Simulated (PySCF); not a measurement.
# C4H10B2: the cost of one run

Computed with PySCF 2.14.0, with density-fitted response routines of our own, on a single molecule in the gas phase. Atoms are numbered from 0 throughout.

## Step 1: Starting geometry

16 atoms, charge 0, multiplicity 1; geometry from: GFN2-xTB.

Bonds of the start (Å): B0–C1 1.55, C1–B2 1.59, B2–C3 1.57, C3–C4 1.54, C4–C5 1.53, C5–C1 1.54, B0–H6 1.17, B0–H7 1.17, C1–H8 1.10, B2–H9 1.17, C3–H10 1.10, C3–H11 1.09, C4–H12 1.09, C4–H13 1.09, C5–H14 1.09, C5–H15 1.09.

## Step 2: Excited states and response: wB97X-D/def2-SVPD

Job settings and geometry (Å):

```
{"job": {"kind": "uv", "xc": "wB97X-D", "basis": "def2-SVPD", "nstates": 8, "ntriplets": 3}, "charge": 0, "multiplicity": 1}
B      2.294780    -0.018989     0.358730
C      0.911187     0.109956    -0.335462
B      0.036238     1.281418     0.280072
C     -1.426422     0.723886     0.436455
C     -1.454034    -0.548073    -0.424780
C     -0.033485    -1.108585    -0.336319
H      3.149374     0.739321     0.104323
H      2.482790    -0.843491     1.168547
H      1.050704     0.458531    -1.367475
H      0.406803     2.357186     0.537840
H     -1.573902     0.448089     1.485978
H     -2.240064     1.406125     0.188401
H     -2.204164    -1.268344    -0.095397
H     -1.679251    -0.276861    -1.458945
H      0.084946    -1.655112     0.600840
H      0.186902    -1.796112    -1.154217
```

Method: TDDFT wB97X-D/def2-SVPD, vertical, gas phase, core orbitals frozen in the response.

On the command line:

```console
$ OMP_NUM_THREADS=1 python probes_run.py task.json out
```

One launch serves the whole session: the jobs run in the order shown.

**Question.** How long does this job take on 1 thread of Arm Neoverse V1, shared host, and how much memory does it need?

About 32 s, with a peak of 0.85 GiB.
